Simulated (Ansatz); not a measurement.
# C3H9NSi: the cost of one run

Method: RKS B3LYP-D4/STO-3G, in Ansatz 0.2.0.

## (1) The system as given

Bond lengths: C1–N2 1.395 Å, N2–C3 1.468 Å, C3–Si4 1.925 Å, N2–C5 1.487 Å, Si4–C5 1.931 Å, C1–H6 1.133 Å, C1–H7 1.119 Å, C1–H8 1.135 Å, C3–H9 1.161 Å, C3–H10 1.074 Å, Si4–H11 1.556 Å, Si4–H12 1.438 Å, C5–H13 1.065 Å, C5–H14 1.117 Å. Angles (14 of 27 angles, heavy atoms first): C1–N2–C3 110.2°, C1–N2–C5 111.5°, C3–N2–C5 98.1°, N2–C3–Si4 86.3°, C3–Si4–C5 70.7°, N2–C5–Si4 85.6°, N2–C1–H6 115.9°, N2–C1–H7 113.1°, N2–C1–H8 112.6°, N2–C3–H9 114.2°, N2–C3–H10 119.7°, Si4–C3–H9 112.1°, Si4–C3–H10 116.1°, C3–Si4–H11 110.5°.

Coordinates:

```xyz
14

C    -0.3625    1.6802   -0.3337
N     0.4187    0.5388   -0.1490
C     0.0944   -0.0961    1.1342
Si    0.6740   -1.7435    0.3252
C    -0.0128   -0.5674   -1.0436
H    -1.4822    1.5358   -0.2332
H    -0.1081    2.5055    0.3783
H    -0.2088    2.1541   -1.3539
H     0.7826    0.2259    2.0122
H    -0.9163   -0.0779    1.4972
H    -0.3237   -2.8919    0.6517
H     2.0783   -2.0526    0.3156
H     0.4720   -0.6040   -1.9914
H    -1.1188   -0.6360   -1.1807
```

## (2) End point A

Input file input.yaml:

```yaml
crystal:
  periodic: [false, false, false]
  atoms:
    - { symbol: C, position_ang: [-0.3625, 1.6802, -0.3337] }
    - { symbol: "N", position_ang: [0.4187, 0.5388, -0.149] }
    - { symbol: C, position_ang: [0.0944, -0.0961, 1.1342] }
    - { symbol: Si, position_ang: [0.674, -1.7435, 0.3252] }
    - { symbol: C, position_ang: [-0.0128, -0.5674, -1.0436] }
    - { symbol: H, position_ang: [-1.4822, 1.5358, -0.2332] }
    - { symbol: H, position_ang: [-0.1081, 2.5055, 0.3783] }
    - { symbol: H, position_ang: [-0.2088, 2.1541, -1.3539] }
    - { symbol: H, position_ang: [0.7826, 0.2259, 2.0122] }
    - { symbol: H, position_ang: [-0.9163, -0.0779, 1.4972] }
    - { symbol: H, position_ang: [-0.3237, -2.8919, 0.6517] }
    - { symbol: H, position_ang: [2.0783, -2.0526, 0.3156] }
    - { symbol: H, position_ang: [0.472, -0.604, -1.9914] }
    - { symbol: H, position_ang: [-1.1188, -0.636, -1.1807] }
basis:
  gaussian: { orbitals: STO-3G }
hamiltonian:
  xc: b3lyp
  dispersion: d4
relax:
  f_tol: 0.015
  max_steps: 40
```

On the command line:

```console
$ ansatz run input.yaml --threads 1 --pin off --max-ram 2048MiB --backend cpu --events-out ev --progress --plain --runs-dir out
```

**Question.** How long does this run take on 1 thread of an Arm CPU, shared host, and how much memory does it need?

About 23 s, with a peak of 0.13 GiB.
